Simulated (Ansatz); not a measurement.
**HCl on NbGa3(110): molecular dynamics**

Aim: shoot the molecule at the surface and see whether it bounces, sticks or breaks. Runs: 200 steps of 0.5 fs at constant energy. The slab cell is 1×1, and the molecule starts well above it. It comes in with 0.4 eV at 20° from the normal, on a surface at rest.

All numbers below are computed with Ansatz 0.2.0 (DFT PBE+D3(BJ), plane waves, PAW, scalar-relativistic, no spin polarisation).

**1. The system as given**

The cell holds 18 atoms (ClGa12HNb4): a = 5.364 Å, b = 8.705 Å, c = 17.023 Å, α = 90.00°, β = 90.00°, γ = 90.00°.

Structure file:

```xyz
18
Lattice="5.3641 0.0000 0.0000 0.0000 8.7049 0.0000 0.0000 0.0000 17.0231" Properties=species:S:1:pos:R:3 pbc="T T T"
Nb    0.0000    0.0000    1.0000
Ga    2.6821    0.0000    1.0000
Ga    4.0231    6.5287    2.3410
Ga    1.3410    6.5287    2.3410
Nb    2.6821    4.3525    1.0000
Ga    0.0000    4.3525    1.0000
Ga    1.3410    2.1762    2.3410
Ga    4.0231    2.1762    2.3410
Nb    2.6821    0.0000    3.6821
Ga    5.3641    0.0000    3.6821
Ga    1.3410    6.5287    5.0231
Ga    4.0231    6.5287    5.0231
Nb    5.3641    4.3525    3.6821
Ga    2.6821    4.3525    3.6821
Ga    4.0231    2.1762    5.0231
Ga    1.3410    2.1762    5.0231
Cl    0.0172    6.5968   10.4479
H    -0.9437    5.8780   10.8979
```

**2. The run**

200 steps of 0.5 fs at constant energy.

File input.yaml:

```yaml
accuracy: low
crystal:
  lattice:
    - [5.364112, 0.0, 0.0]
    - [0.0, 8.7049, 0.0]
    - [0.0, 0.0, 17.023084]
  atoms:
    - { symbol: Nb, position: [0.0, 0.0, 0.0587438] }
    - { symbol: Ga, position: [0.5, 0.0, 0.0587438] }
    - { symbol: Ga, position: [0.75, 0.75, 0.1375208] }
    - { symbol: Ga, position: [0.25, 0.75, 0.1375208] }
    - { symbol: Nb, position: [0.5, 0.5, 0.0587438] }
    - { symbol: Ga, position: [0.0, 0.5, 0.0587438] }
    - { symbol: Ga, position: [0.25, 0.25, 0.1375208] }
    - { symbol: Ga, position: [0.75, 0.25, 0.1375208] }
    - { symbol: Nb, position: [0.5, 0.0, 0.2162978] }
    - { symbol: Ga, position: [1.0, 0.0, 0.2162978] }
    - { symbol: Ga, position: [0.25, 0.75, 0.2950749] }
    - { symbol: Ga, position: [0.75, 0.75, 0.2950749] }
    - { symbol: Nb, position: [1.0, 0.5, 0.2162978] }
    - { symbol: Ga, position: [0.5, 0.5, 0.2162978] }
    - { symbol: Ga, position: [0.75, 0.25, 0.2950749] }
    - { symbol: Ga, position: [0.25, 0.25, 0.2950749] }
    - { symbol: Cl, position: [0.0032065, 0.7578244, 0.6137496] }
    - { symbol: H, position: [-0.1759281, 0.6752501, 0.6401843] }
basis:
  ecutwfc: 420.0
kpoints:
  mp_grid: { grid: [3, 2, 1] }
hamiltonian:
  xc: pbe
  dispersion: d3bj
scf:
  occupations: { method: fermi_dirac, width: 0.1 }
  lower_state_search: "off"
  max_iter: 67
md:
  timestep: 0.5
  n_steps: 200
  ensemble: nve
  initial_velocities: zero
  seed: 175990
  initial_site_velocities:
    - { site: 16, velocity: [0.004977, 0.0, -0.013673] }
    - { site: 17, velocity: [0.004977, 0.0, -0.013673] }
  constraints: [{ sites: [0, 1, 4, 5] }]
```

The run is started by

```sh
> ansatz run input.yaml --threads 4 --pin off --max-ram 10240MiB --backend cpu --events-out ev --progress --plain --runs-dir out
```

**Question.** What will these runs give? Wanted: lowest height of the centre of mass; shortest distance to a slab atom; temperature, first and last step; temperature, second half; potential energy, second half; largest change of the total energy; mean square displacement, second half.

The runs gave:

| quantity | value |
| --- | --- |
| lowest height of the centre of mass | 4.03 Å over the top layer's first level, at 100.0 fs |
| shortest distance to a slab atom | 4.36 Å |
| length | 200 steps of 0.5 fs |
| temperature, first and last step | 221 and 587 K |
| temperature, second half | mean 652 K, from 587 to 692 K |
| potential energy, second half | -43 meV/atom from the start |
| largest change of the total energy | 0.00 meV/atom |
| mean square displacement, second half | H 1.9, Cl 1.3, Ga 0.053, Nb 0.048 Å² |

The molecule's centre of mass comes down from 5.44 Å to 4.03 Å and is still falling when the run ends, so its fate is open. Its shortest distance to a slab atom is 4.36 Å. The total energy strays from its start by at most 0.00 meV/atom, under 0.1 % of the mean kinetic energy, so a step of 0.5 fs is short enough over this time. The atom that moves most swings out by 1.93 Å (the median distance to the nearest neighbour, bonds to H left out, is 2.68 Å), and none ends a neighbour distance from its start. The printed temperature only measures the kinetic energy here. Kinetic energy grows to 1.0 eV on average, more than the molecule brought: the slab or molecule was not relaxed and heats itself. The run is too short to decide the outcome. A run of 100 fs with 18 atoms shows the motion but fixes no equilibrium value. The nuclei move classically, without zero-point motion, which matters most for hydrogen. Accuracy level and mesh were kept low to afford the steps.
